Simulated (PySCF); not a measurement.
# C13H10O3: the cost of one run

Programs: PySCF 2.14.0, with density-fitted response routines of our own. Each step states its level of theory. These are calculated values for one molecule, in the gas phase or a continuum, unless marked as measured. Atoms are numbered from 0 throughout.

## Step 1: The starting structure

26 atoms, charge 0, multiplicity 1; geometry from: GFN2-xTB.

Bonds of the start (Å): O0–C1 1.23, C1–C2 1.48, C2–C3 1.39, C3–C4 1.38, C4–C5 1.39, C5–C6 1.39, C6–C7 1.38, C1–C8 1.46, C8–C9 1.40, C9–C10 1.37, C10–C11 1.40, C11–O12 1.35, C11–C13 1.38, C13–C14 1.39, C14–O15 1.33, C7–C2 1.39, C14–C8 1.42, C3–H16 1.08, C4–H17 1.08, C5–H18 1.08, C6–H19 1.08, C7–H20 1.08, C9–H21 1.08, C10–H22 1.08, O12–H23 0.97, C13–H24 1.08, O15–H25 0.99.

## Step 2: Optimising the geometry at PBE0-D3(BJ)/def2-SVP

The job: settings as JSON, then the geometry in Å.

```
{"job": {"xc": "PBE0", "basis": "def2-SVP", "d3": "d3bj", "grid": 2, "kind": "geom"}, "charge": 0, "multiplicity": 1}
O     -0.671250    -2.263300     0.211130
C     -0.586270    -1.046070     0.037860
C     -1.822000    -0.227400    -0.046490
C     -1.955030     0.959400     0.670340
C     -3.140300     1.669410     0.617270
C     -4.195740     1.208520    -0.152980
C     -4.073550     0.020490    -0.855000
C     -2.897310    -0.702650    -0.791820
C      0.702290    -0.365690    -0.053590
C      0.830540     0.940510    -0.546050
C      2.043010     1.580080    -0.579040
C      3.185230     0.924730    -0.103160
O      4.357160     1.595620    -0.124200
C      3.093690    -0.378350     0.353500
C      1.871530    -1.047470     0.360790
O      1.850200    -2.312720     0.780150
H     -1.140070     1.307380     1.288300
H     -3.240230     2.585570     1.180110
H     -5.117360     1.769760    -0.195820
H     -4.899280    -0.346070    -1.446190
H     -2.793080    -1.638100    -1.321200
H     -0.043730     1.443970    -0.928810
H      2.142620     2.581810    -0.963300
H      5.065090     1.039100     0.224540
H      3.967780    -0.912350     0.697710
H      0.925730    -2.651610     0.670140
```

**Question.** How long does this first job take on 8 threads of Arm Neoverse V1, shared host?

About 11 min.
